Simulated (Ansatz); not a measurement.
**C₂H₆GeO₂: how energies converge with the basis set**

One table from this session's results is given with a row withheld; the runs are named, their logs left out.

The runs use Ansatz 0.2.0, Gaussian basis; one geometry, several basis sets.

The runs, in order: PBE0-D4/def2-SVP; ωB97M-V/def2-SVP; PBE0-D4/def2-QZVPP; ωB97M-V/def2-QZVPP; the functionals' def2-TZVPP values are taken from earlier runs.

### The geometry

All runs share one geometry, relaxed beforehand with PBE0-D4 in a triple-zeta def2 set.

SMILES `C[O][Ge][O]C`, 11 atoms, charge 0, spin multiplicity 1.

Atoms are counted from 1 here; the program's logs count them from 0.

Bond lengths: C1–O2 1.411 Å, C1–H6 1.094 Å, C1–H7 1.094 Å, C1–H8 1.092 Å, O2–Ge3 1.770 Å, Ge3–O4 1.795 Å, O4–C5 1.406 Å, C5–H9 1.094 Å, C5–H10 1.099 Å, C5–H11 1.094 Å. Angles: O2–C1–H6 109.1°, O2–C1–H7 109.2°, O2–C1–H8 112.2°, H6–C1–H7 108.2°, H6–C1–H8 109.1°, H7–C1–H8 109.0°, C1–O2–Ge3 128.4°, O2–Ge3–O4 98.0°, Ge3–O4–C5 121.5°, O4–C5–H9 109.8°, O4–C5–H10 112.9°, O4–C5–H11 109.8°, H9–C5–H10 108.0°, H9–C5–H11 108.2°, H10–C5–H11 108.0°.

Set-up of the first run:

File in.yaml:

```yaml
crystal:
  periodic: [false, false, false]
  atoms:
    - {symbol: C, position_ang: [-0.578073, 0.287666, 2.078219]}
    - {symbol: O, position_ang: [0.738204, -0.161998, 1.841053]}
    - {symbol: Ge, position_ang: [1.522577, -0.497008, 0.289986]}
    - {symbol: O, position_ang: [0.141731, -0.086046, -0.780869]}
    - {symbol: C, position_ang: [0.242027, -0.187394, -2.179491]}
    - {symbol: H, position_ang: [-1.089379, -0.429462, 2.727266]}
    - {symbol: H, position_ang: [-0.541409, 1.250922, 2.595906]}
    - {symbol: H, position_ang: [-1.148452, 0.402361, 1.153815]}
    - {symbol: H, position_ang: [0.061065, 0.790274, -2.636674]}
    - {symbol: H, position_ang: [1.228130, -0.540066, -2.512656]}
    - {symbol: H, position_ang: [-0.511221, -0.886249, -2.555958]}
basis:
  gaussian: {orbitals: def2-SVP}
hamiltonian: {xc: pbe0, dispersion: d4}
output: {orbitals: {seedname: orbitals}}
```

Steps of the session up to this table: PBE0-D4 in def2-SVP; ωB97M-V in def2-SVP; PBE0-D4 in def2-QZVPP; ωB97M-V in def2-QZVPP.

One of the session's tables, all rows but one given; the rest of the session is left out.

It belongs to the step «Density functionals: the series». 

| functional | basis | HOMO (eV) |
| --- | --- | --- |
| PBE0-D4 | def2-SVP | -7.32 |
| PBE0-D4 | def2-TZVPP | -7.40 |
| PBE0-D4 | def2-QZVPP | -7.45 |
| ωB97M-V | def2-SVP | ? |
| ωB97M-V | def2-TZVPP | -9.65 |
| ωB97M-V | def2-QZVPP | -9.70 |

Q: Estimate the row for ωB97M-V, def2-SVP from the others.

**Answer.** HOMO (eV): -9.55. In the column «HOMO (eV)» it lies between ωB97M-V, def2-TZVPP (-9.65) and PBE0-D4, def2-QZVPP (-7.45).
